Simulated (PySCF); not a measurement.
# C₃H₆FOSi−: electronic excitations and core binding energies

What electronic excitations and core binding energies should C₃H₆FOSi− (`C=C(C)O[SiH-]F`) show?

Programs: PySCF 2.14.0, with density-fitted response routines of our own. Each step states its level of theory. These are calculated values for one molecule in the gas phase, unless marked as measured. Atoms are numbered from 0 throughout.

## (1) The molecule as given

12 atoms, charge -1, multiplicity 1; geometry from: GFN2-xTB.

Bonds of the start (Å): C0–C1 1.34, C1–C2 1.51, C1–O3 1.30, O3–Si4 1.74, Si4–F5 1.69, C0–H6 1.08, C0–H7 1.08, C2–H8 1.09, C2–H9 1.09, C2–H10 1.09, Si4–H11 1.52.

## (2) Excited states and response: PBE0/def2-SVPD

The job: settings as JSON, then the geometry in Å.

```
{"job": {"kind": "uv", "xc": "PBE0", "basis": "def2-SVPD", "nstates": 8, "ntriplets": 3}, "charge": -1, "multiplicity": 1}
C     -1.294647    -0.682286    -1.271373
C     -0.388874    -0.253219    -0.375478
C     -0.821068     0.436165     0.892415
O      0.891167    -0.408426    -0.549609
Si     2.103994    -0.172153     0.674297
F      3.393232    -0.363699    -0.400064
H     -0.994553    -1.178820    -2.178425
H     -2.350847    -0.543950    -1.110024
H     -0.437586     1.456625     0.906240
H     -1.905071     0.452851     0.993364
H     -0.357143    -0.086580     1.732892
H      2.162596     1.342807     0.659738
```

With the program's defaults for keys left out, this is: TDDFT PBE0/def2-SVPD, vertical, gas phase, core orbitals frozen in the response.

Command:

```
$ OMP_NUM_THREADS=1 python probes_run.py task.json out
```

The driver reads the jobs from task.json and runs them one after another.

Output:

```text
coarse grid: 10776 points
cycle   1  E = -581.6108530391  dE =  5.618e-01  |g| = 8.232e-01  |ddm| = 5.184e+00
cycle   2  E = -581.3952699060  dE =  2.156e-01  |g| = 1.377e+00  |ddm| = 2.628e+00
cycle   3  E = -581.7507194350  dE = -3.554e-01  |g| = 1.575e-01  |ddm| = 1.447e+00
cycle   4  E = -581.7557051405  dE = -4.986e-03  |g| = 6.318e-02  |ddm| = 2.631e-01
cycle   5  E = -581.7565243325  dE = -8.192e-04  |g| = 2.666e-02  |ddm| = 1.079e-01
cycle   6  E = -581.7566888349  dE = -1.645e-04  |g| = 3.844e-03  |ddm| = 4.361e-02
cycle   7  E = -581.7566927006  dE = -3.866e-06  |g| = 1.056e-03  |ddm| = 1.217e-02
final grid: 100600 points
cycle   8  E = -581.8369149351  dE = -2.049e-05  |g| = 8.138e-03  |ddm| = 1.054e-01
cycle   9  E = -581.8368931620  dE =  2.177e-05  |g| = 1.314e-02  |ddm| = 2.523e-02
cycle  10  E = -581.8369290196  dE = -3.586e-05  |g| = 1.553e-03  |ddm| = 1.492e-02
cycle  11  E = -581.8369296119  dE = -5.923e-07  |g| = 1.932e-04  |ddm| = 2.309e-03
cycle  12  E = -581.8369296187  dE = -6.784e-09  |g| = 1.126e-04  |ddm| = 4.888e-04
cycle  13  E = -581.8369296215  dE = -2.813e-09  |g| = 2.703e-05  |ddm| = 1.866e-04
cycle  14  E = -581.8369296217  dE = -1.810e-10  |g| = 5.219e-06  |ddm| = 5.823e-05
converged SCF energy = -581.8369296217

Static polarisability (au): isotropic 93.394, principal 76.539 83.354 120.287

Singlet excitations
state   eV       nm        f      main configurations
  1   3.4869    355.6   0.02631   H->L 0.97
  2   3.9758    311.8   0.16816   H->L+1 0.82, H->L+3 0.11
  3   4.1819    296.5   0.04614   H->L+2 0.90
  4   4.2819    289.6   0.06574   H->L+3 0.83, H->L+1 0.12
  5   4.5992    269.6   0.07215   H->L+4 0.91
  6   5.0172    247.1   0.03293   H->L+5 0.95
  7   5.3881    230.1   0.01831   H-1->L 0.96
  8   5.6622    219.0   0.02584   H->L+6 0.87

Triplet excitations (Tamm-Dancoff, eV): 3.0552 3.3239 3.5289
```

It took 45 s on 1 thread of Arm Neoverse N1, shared host; peak memory 0.71 GiB.

The orbitals next to the gap, with their largest atomic shares:

```csv
orbital,eV,atoms
HOMO−3,-5.37,"F5 32 %, O3 22 %, Si4 13 %"
HOMO−2,-4.06,"O3 37 %, Si4 18 %, H11 17 %"
HOMO−1,-2.38,"C0 37 %, C1 23 %, O3 19 %"
HOMO,-0.19,"Si4 54 %, H11 14 %, O3 12 %"
LUMO,4.12,"C2 23 %, C0 20 %, H9 16 %"
LUMO+1,4.82,"Si4 31 %, C1 15 %, C0 11 %"
LUMO+2,4.88,"C0 18 %, Si4 14 %, O3 11 %"
```

With each of the 8 states as a Gaussian band of 0.4 eV half-width at 1/e, the curve within the window shown has maxima at 302 nm (ε 11,000) L/(mol cm). Beyond the last state computed it falls off for lack of states. The curve at chosen wavelengths:

| nm | ε (L/mol/cm) |
| --- | --- |
| 208 | 696 |
| 217 | 1474 |
| 226 | 1918 |
| 235 | 2147 |
| 243 | 2516 |
| 252 | 3306 |
| 261 | 4527 |
| 270 | 6104 |
| 279 | 7887 |
| 288 | 9576 |
| 296 | 10600 |
| 305 | 10807 |
| 314 | 9932 |
| 323 | 8306 |
| 332 | 6439 |
| 341 | 4738 |
| 349 | 3522 |
| 358 | 2500 |
| 367 | 1774 |
| 376 | 1258 |
| 385 | 886 |
| 394 | 614 |
| 402 | 436 |
| 411 | 290 |
| 420 | 189 |
| 429 | 120 |

Leading natural transition orbitals of singlet state 2: the hole lies on Si4 56 %; H11 18 %; O3 7 %; the particle on H11 25 %; F5 24 %; Si4 23 %.

Leading natural transition orbitals of singlet state 1: the hole lies on Si4 55 %; H11 16 %; O3 8 %; the particle on H9 26 %; H7, H8 about 18 % each; H10 13 %.

Ground-state properties from the same run:

| property | computed |
| --- | --- |
| polarisability (Å³) | 13.84 |
| HOMO–LUMO gap (eV) | 4.30 |
| −ε(HOMO) (eV) | 0.19 |

The fields below are evaluated on a grid from the run's orbitals.

Frontier orbitals at PBE0/def2-SVPD, with the share of their density that lies nearest to each atom:

```csv
orbital,energy (eV),lies on
HOMO,-0.19,Si4 57 %; H11 16 %; O3 8 %
LUMO,4.12,"H7, H9 about 26 % each; H8 14 %; H6, H10 about 10 % each"
```

ELF in a plane through or near 8 of the atoms.

Ten even steps from ' ' (0.00) to '@' (1.00):
```
                                                        
                                                        
                                                        
                                                        
                                ..--==..                
                        ..====--##@@@@@@::              
              ......    --****++@@@@@@@@--              
          ..==**##**::  ::**..==%%@@@@++                
          ::**%%%%##--    --******==::                  
          ..==**==::::::..--%%@@++    ==####==          
          ..::::    --%%####..**##++##@@@@@@@@::        
      ::==**##**::..**%%--##====%%::++@@@@@@%%::        
      --**%%**%%**..==%%++##--++++++..%%%%%%++          
      ::**%%%%%%**  ..##%%**  ..%%@@@@**..              
      ..==**####==    ==++--  ::@@@@@@%%..              
          ::::::..            ::@@@@@@%%..              
                                ++%%##--                
                                                        
                                                        
                                                        
```
The map spans 11.4 Å across and 9.4 Å up, centred on the molecule. Atoms in the plane (x, y in Å): C0 (1.6, -1.0), C1 (0.5, -0.3), C2 (0.5, 1.2), O3 (-0.7, -0.9), F5 (-3.1, -1.4), H6 (1.6, -2.1), H7 (2.6, -0.5), H9 (1.5, 1.6).

On the surface of density 0.002 e/bohr³ the electrostatic potential runs, from the 1st to the 99th percentile, from -5.63 V near F5 to -2.45 V near H9.

## (3) Core holes by ΔSCF: SCAN, X2C

Settings changed since step 2:

```diff
@@ -1,2 +1,2 @@
-{"job": {"kind": "uv", "xc": "PBE0", "basis": "def2-SVPD", "nstates": 8, "ntriplets": 3}, "charge": -1, "multiplicity": 1}
+{"job": {"kind": "xps"}, "charge": -1, "multiplicity": 1}
 C     -1.294647    -0.682286    -1.271373
```

Level: delta-SCF UKS SCAN, pcX-2 on the ionised atom, pcseg-1 elsewhere, spin-free X2C.

Output:

```text
ground state, core basis on atom 0 (C), 149 functions
  cycle   1  E = -582.96118465  |g| = 8.83e-01
  cycle   2  E = -582.61326245  |g| = 1.63e+00
  cycle   3  E = -583.11032274  |g| = 2.76e-01
  cycle   4  E = -583.12651501  |g| = 9.25e-02
  cycle   5  E = -583.12802477  |g| = 5.22e-02
  cycle   6  E = -583.12869687  |g| = 9.04e-03
  cycle   7  E = -583.12871820  |g| = 2.93e-03
  cycle   8  E = -583.12872206  |g| = 1.04e-03
  cycle   9  E = -583.12872232  |g| = 2.76e-04
  E(ground) = -583.16579802 Eh
hole in C 1s of atom 0
  cycle   1  E = -572.07299233  |g| = 1.51e+00
  cycle   2  E = -570.59907897  |g| = 2.03e+00
  cycle   3  E = -572.42047350  |g| = 6.33e-01
  cycle   4  E = -572.57161347  |g| = 4.05e-01
  cycle   5  E = -572.65417026  |g| = 1.23e-01
  cycle   6  E = -572.66233945  |g| = 5.21e-02
  cycle   7  E = -572.66329466  |g| = 1.95e-02
  cycle   8  E = -572.66348405  |g| = 6.03e-03
  cycle   9  E = -572.66350694  |g| = 2.35e-03
  cycle  10  E = -572.66350986  |g| = 1.27e-03
  cycle  11  E = -572.66351066  |g| = 6.41e-04
  cycle  12  E = -572.66351065  |g| = 2.23e-04
  E(ion) = -572.69983291 Eh   <S^2> = 0.7726   hole on atom = 1.000   binding energy = 284.793 eV
ground state, core basis on atom 1 (C), 149 functions
  cycle   1  E = -583.13211183  |g| = 6.26e-02
  cycle   2  E = -583.13152198  |g| = 5.42e-02
  cycle   3  E = -583.13182468  |g| = 4.42e-02
  cycle   4  E = -583.13230941  |g| = 1.20e-02
  cycle   5  E = -583.13234077  |g| = 1.60e-03
  cycle   6  E = -583.13234168  |g| = 3.90e-04
  E(ground) = -583.16902399 Eh
hole in C 1s of atom 1
  cycle   1  E = -571.98452463  |g| = 1.52e+00
  cycle   2  E = -569.77446309  |g| = 2.49e+00
  cycle   3  E = -572.30490322  |g| = 6.18e-01
  cycle   4  E = -571.95274611  |g| = 8.44e-01
  cycle   5  E = -572.52358713  |g| = 2.40e-01
  cycle   6  E = -572.55771598  |g| = 1.69e-01
  cycle   7  E = -572.56376266  |g| = 8.54e-02
  cycle   8  E = -572.56945199  |g| = 2.18e-02
  cycle   9  E = -572.56971310  |g| = 1.31e-02
  cycle  10  E = -572.56979154  |g| = 9.89e-03
  cycle  11  E = -572.56988875  |g| = 5.97e-03
  cycle  12  E = -572.56994013  |g| = 6.43e-03
  cycle  13  E = -572.56998052  |g| = 6.79e-03
  cycle  14  E = -572.56997326  |g| = 6.97e-03
  cycle  15  E = -572.57010449  |g| = 6.90e-03
  cycle  16  E = -572.57015807  |g| = 7.01e-03
  cycle  17  E = -572.57017398  |g| = 6.06e-03
  cycle  18  E = -572.57030565  |g| = 7.75e-03
  cycle  19  E = -572.57032992  |g| = 5.70e-03
  cycle  20  E = -572.57037641  |g| = 8.23e-03
  cycle  21  E = -572.57040217  |g| = 6.55e-03
  cycle  22  E = -572.57043721  |g| = 2.16e-03
  cycle  23  E = -572.57043984  |g| = 6.70e-04
  cycle  24  E = -572.57043998  |g| = 1.24e-03
  cycle  25  E = -572.57044100  |g| = 3.46e-04
  E(ion) = -572.60698653 Eh   <S^2> = 0.9842   hole on atom = 1.000   binding energy = 287.408 eV
ground state, core basis on atom 2 (C), 149 functions
  cycle   1  E = -583.12699509  |g| = 5.90e-02
  cycle   2  E = -583.12685834  |g| = 3.08e-02
  cycle   3  E = -583.12684091  |g| = 3.09e-02
  cycle   4  E = -583.12707366  |g| = 1.06e-02
  cycle   5  E = -583.12709967  |g| = 1.24e-03
  cycle   6  E = -583.12710056  |g| = 2.11e-04
  E(ground) = -583.16375927 Eh
hole in C 1s of atom 2
  cycle   1  E = -572.02823016  |g| = 1.51e+00
  cycle   2  E = -569.64005156  |g| = 2.41e+00
  cycle   3  E = -572.41781452  |g| = 5.58e-01
  cycle   4  E = -572.52369187  |g| = 4.23e-01
  cycle   5  E = -572.57926790  |g| = 1.72e-01
  cycle   6  E = -572.58940149  |g| = 8.32e-02
  cycle   7  E = -572.59277021  |g| = 2.13e-02
  cycle   8  E = -572.59302813  |g| = 5.85e-03
  cycle   9  E = -572.59305069  |g| = 3.23e-03
  cycle  10  E = -572.59305651  |g| = 1.34e-03
  cycle  11  E = -572.59305782  |g| = 8.00e-04
  cycle  12  E = -572.59305956  |g| = 3.71e-04
  E(ion) = -572.62918631 Eh   <S^2> = 0.7688   hole on atom = 1.000   binding energy = 286.660 eV
ground state, core basis on atom 3 (O), 149 functions
  cycle   1  E = -583.15912046  |g| = 1.03e-01
  cycle   2  E = -583.15705214  |g| = 1.14e-01
  cycle   3  E = -583.15863297  |g| = 6.92e-02
  cycle   4  E = -583.15958646  |g| = 1.26e-02
  cycle   5  E = -583.15962791  |g| = 2.11e-03
  cycle   6  E = -583.15963101  |g| = 6.26e-04
  cycle   7  E = -583.15962948  |g| = 1.03e-04
  E(ground) = -583.19403452 Eh
hole in O 1s of atom 3
  cycle   1  E = -562.72844653  |g| = 2.24e+00
  cycle   2  E = -561.88296346  |g| = 2.39e+00
  cycle   3  E = -563.35600651  |g| = 6.68e-01
  cycle   4  E = -563.39762177  |g| = 5.59e-01
  cycle   5  E = -563.56689709  |g| = 9.42e-02
  cycle   6  E = -563.57043926  |g| = 2.68e-02
  cycle   7  E = -563.57081227  |g| = 7.96e-03
  cycle   8  E = -563.57083826  |g| = 4.96e-03
  cycle   9  E = -563.57084853  |g| = 1.76e-03
  cycle  10  E = -563.57085336  |g| = 8.96e-04
  cycle  11  E = -563.57085587  |g| = 6.53e-04
  cycle  12  E = -563.57085822  |g| = 3.59e-04
  E(ion) = -563.60535376 Eh   <S^2> = 0.7648   hole on atom = 1.000   binding energy = 533.035 eV
ground state, core basis on atom 4 (Si), 160 functions
  cycle   1  E = -583.22730949  |g| = 3.00e-01
  cycle   2  E = -583.22422095  |g| = 1.56e-01
  cycle   3  E = -583.21953283  |g| = 2.09e-01
  cycle   4  E = -583.22844317  |g| = 2.98e-02
  cycle   5  E = -583.22865118  |g| = 8.29e-03
  cycle   6  E = -583.22866936  |g| = 1.34e-03
  cycle   7  E = -583.22867037  |g| = 4.71e-04
  E(ground) = -583.22367775 Eh
hole in Si 1s of atom 4
  cycle   1  E = -514.49705030  |g| = 4.35e+00
  cycle   2  E = -513.18135570  |g| = 2.49e+00
  cycle   3  E = -511.90354163  |g| = 2.08e+00
  cycle   4  E = -515.48049312  |g| = 3.82e-01
  cycle   5  E = -515.48022235  |g| = 3.88e-01
  cycle   6  E = -515.54600088  |g| = 1.51e-01
  cycle   7  E = -515.55567356  |g| = 4.21e-02
  cycle   8  E = -515.55616773  |g| = 2.25e-02
  cycle   9  E = -515.55635908  |g| = 4.73e-03
  cycle  10  E = -515.55636676  |g| = 2.27e-03
  cycle  11  E = -515.55636990  |g| = 8.87e-04
  cycle  12  E = -515.55637030  |g| = 1.62e-04
  E(ion) = -515.55927630 Eh   <S^2> = 0.7520   hole on atom = 1.000   binding energy = 1841.242 eV
hole in Si 2p of atom 4
  cycle   1  E = -579.16547776  |g| = 1.23e+00
  cycle   2  E = -577.78744235  |g| = 1.57e+00
  cycle   3  E = -578.33330712  |g| = 1.26e+00
  cycle   4  E = -579.46476934  |g| = 2.21e-01
  cycle   5  E = -579.47867187  |g| = 1.91e-01
  cycle   6  E = -579.49255813  |g| = 5.59e-02
  cycle   7  E = -579.49373874  |g| = 3.29e-02
  cycle   8  E = -579.49408605  |g| = 1.72e-02
  cycle   9  E = -579.49421024  |g| = 2.49e-03
  cycle  10  E = -579.49421168  |g| = 1.35e-03
  cycle  11  E = -579.49421252  |g| = 4.66e-04
  E(ion) = -579.50004036 Eh   <S^2> = 0.7527   hole on atom = 1.003   binding energy = 101.325 eV
  2p3/2 = 101.200 eV   2p1/2 = 101.834 eV
ground state, core basis on atom 5 (F), 149 functions
  cycle   1  E = -583.17316728  |g| = 1.17e-01
  cycle   2  E = -583.17305482  |g| = 4.18e-02
  cycle   3  E = -583.17288435  |g| = 5.58e-02
  cycle   4  E = -583.17332876  |g| = 5.20e-03
  cycle   5  E = -583.17333522  |g| = 1.30e-03
  cycle   6  E = -583.17333450  |g| = 5.27e-04
  cycle   7  E = -583.17333380  |g| = 1.22e-04
  E(ground) = -583.21291097 Eh
hole in F 1s of atom 5
  cycle   1  E = -557.06052435  |g| = 2.58e+00
  cycle   2  E = -556.98451852  |g| = 2.14e+00
  cycle   3  E = -557.93365204  |g| = 3.01e-01
  cycle   4  E = -557.95467036  |g| = 1.21e-01
  cycle   5  E = -557.96219681  |g| = 5.76e-02
  cycle   6  E = -557.96355887  |g| = 3.12e-02
  cycle   7  E = -557.96405827  |g| = 6.23e-03
  cycle   8  E = -557.96407605  |g| = 2.48e-03
  cycle   9  E = -557.96407883  |g| = 1.19e-03
  cycle  10  E = -557.96407937  |g| = 3.77e-04
  E(ion) = -558.00956432 Eh   <S^2> = 0.7578   hole on atom = 1.000   binding energy = 685.818 eV
```

Run time: 87 s. Hardware: 1 thread of Arm Neoverse N1, shared host.

Binding energies by hole, beside the orbital energy of the ground state; the difference holds orbital relaxation and, for a density functional, its self-interaction error:

```
       hole  stands for                                    environment  ΔSCF (eV; 2p as the shell's mean)  −ε (eV)   ⟨S²⟩
  C1s on C0          C0  β carbon of an enol-ether or enamine type C=C                             284.79    268.5  0.773
  C1s on C1          C1                   alkene carbon bearing oxygen                  287.41 (doubtful)    271.0  0.984
  C1s on C2          C2                          allylic methyl carbon                             286.66    269.7  0.769
  O1s on O3          O3                         oxygen bonded to C, Si                             533.04    511.9  0.765
Si1s on Si4         Si4                      silicon bonded to F, O, H                            1841.24   1788.1  0.752
Si2p on Si4         Si4                      silicon bonded to F, O, H                             101.41     90.7  0.753
  F1s on F5          F5                          fluorine bonded to Si                             685.82    660.1  0.758
```

Doubtful: the ion did not converge, its hole moved, or its ⟨S²⟩ is well above 0.75.

With the spin-orbit splitting: Si4 2p3/2 101.20, 2p1/2 101.83 eV. The table gives each 2p level as the mean over the whole 2p shell (two parts 2p3/2, one part 2p1/2), which differs a little from the single hole in the log.

## (4) What came out

| quantity | value |
| --- | --- |
| lowest singlet (PBE0/def2-SVPD) | 3.49 eV (356 nm), f = 0.026 |
| brightest single state of those computed | state 2, 3.98 eV, f = 0.168 |
| lowest triplet | 3.06 eV |
| C1s binding energies, SCAN/pcX-2 (standing for 2 of 3 atoms) | C2 286.66, C0 284.79 eV |
| O1s binding energies, SCAN/pcX-2 | O3 533.04 eV |
| Si1s binding energies, SCAN/pcX-2 | Si4 1841.24 eV |
| Si2p binding energies, SCAN/pcX-2 | Si4 101.41 eV |
| F1s binding energies, SCAN/pcX-2 | F5 685.82 eV |

**Reading.** The first singlet state (HOMO→LUMO 0.97) lies at 3.49 eV and is weak; of the 8 states computed, the strongest absorption comes from state 2 at 3.98 eV. The lowest triplet lies 0.43 eV below the lowest singlet (triplets in Tamm-Dancoff, singlets in full TDDFT). The lowest singlet lies above −ε(HOMO); no detachment energy was computed, so the anion's states may not be bound. C2 (allylic methyl carbon) binds its C1s electron 1.87 eV more tightly than C0 (β carbon of an enol-ether or enamine type C=C). Only 2 of the 3 C atoms are covered by sound results.
